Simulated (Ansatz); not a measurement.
# AlBrH4OSi: basis-set convergence

The task here is to estimate one member of a computed series from the others.

Computed with Ansatz 0.2.0, Gaussian basis. Level: one geometry, several basis sets.

Levels to be run: PBE0-D4/def2-SVP; ωB97M-V/def2-SVP; PBE0-D4/def2-QZVPP; ωB97M-V/def2-QZVPP; the functionals' def2-TZVPP values are taken from earlier runs.

### Structure used throughout

The geometry comes from an earlier relaxation with PBE0-D4 in a triple-zeta def2 set; it is a stationary point, not always the lowest conformer.

SMILES `[SiH3][O][AlH][Br]`, 8 atoms, charge 0, spin multiplicity 1.

Atoms are counted from 1 here; the program's logs count them from 0.

Bond lengths: Si1–O2 1.631 Å, Si1–H5 1.487 Å, Si1–H6 1.486 Å, Si1–H7 1.486 Å, O2–Al3 1.672 Å, Al3–Br4 2.248 Å, Al3–H8 1.565 Å. Angles: O2–Si1–H5 110.7°, O2–Si1–H6 109.4°, O2–Si1–H7 109.3°, H5–Si1–H6 109.1°, H5–Si1–H7 109.1°, H6–Si1–H7 109.2°, Si1–O2–Al3 160.4°, O2–Al3–Br4 118.5°, O2–Al3–H8 120.7°, Br4–Al3–H8 120.8°.

Coordinates:

```xyz
8

Si    0.2502    1.4296   -0.0194
O     0.2253   -0.1650    0.3221
Al   -0.1353   -1.7943    0.2104
Br   -1.4839   -2.4820   -1.4521
H    -0.4343    1.7014   -1.3108
H    -0.4391    2.1777    1.0636
H     1.6595    1.8910   -0.1105
H     0.4498   -2.8157    1.2411
```

Set-up of the first run:

in.yaml reads:

```yaml
crystal:
  periodic: [false, false, false]
  atoms:
    - {symbol: Si, position_ang: [0.250245, 1.429638, -0.019445]}
    - {symbol: O, position_ang: [0.225303, -0.164968, 0.322113]}
    - {symbol: Al, position_ang: [-0.135324, -1.794273, 0.210350]}
    - {symbol: Br, position_ang: [-1.483881, -2.481961, -1.452122]}
    - {symbol: H, position_ang: [-0.434271, 1.701435, -1.310824]}
    - {symbol: H, position_ang: [-0.439149, 2.177651, 1.063556]}
    - {symbol: H, position_ang: [1.659487, 1.891033, -0.110520]}
    - {symbol: H, position_ang: [0.449790, -2.815654, 1.241093]}
basis:
  gaussian: {orbitals: def2-SVP}
hamiltonian: {xc: pbe0, dispersion: d4}
output: {orbitals: {seedname: orbitals}}
```

Started as:

```bash
> ansatz run in.yaml --threads 4 --pin off --events-out ev --progress --plain --max-ram 10444MiB
```

Steps of the session up to this table: PBE0-D4 in def2-SVP; ωB97M-V in def2-SVP; PBE0-D4 in def2-QZVPP; ωB97M-V in def2-QZVPP.

One of the session's tables, all rows but one given; the rest of the session is left out.

It belongs to the step «Density functionals: the series». 

```
functional       basis  HOMO (eV)
   PBE0-D4    def2-SVP      -8.52
   PBE0-D4  def2-TZVPP      -8.63
   PBE0-D4  def2-QZVPP      -8.64
   ωB97M-V    def2-SVP          ?
   ωB97M-V  def2-TZVPP     -10.86
   ωB97M-V  def2-QZVPP     -10.88
```

**Question.** Estimate the row for ωB97M-V, def2-SVP.

The run gave: HOMO (eV): -10.71. In the column «HOMO (eV)» it lies between ωB97M-V, def2-TZVPP (-10.86) and PBE0-D4, def2-QZVPP (-8.64).
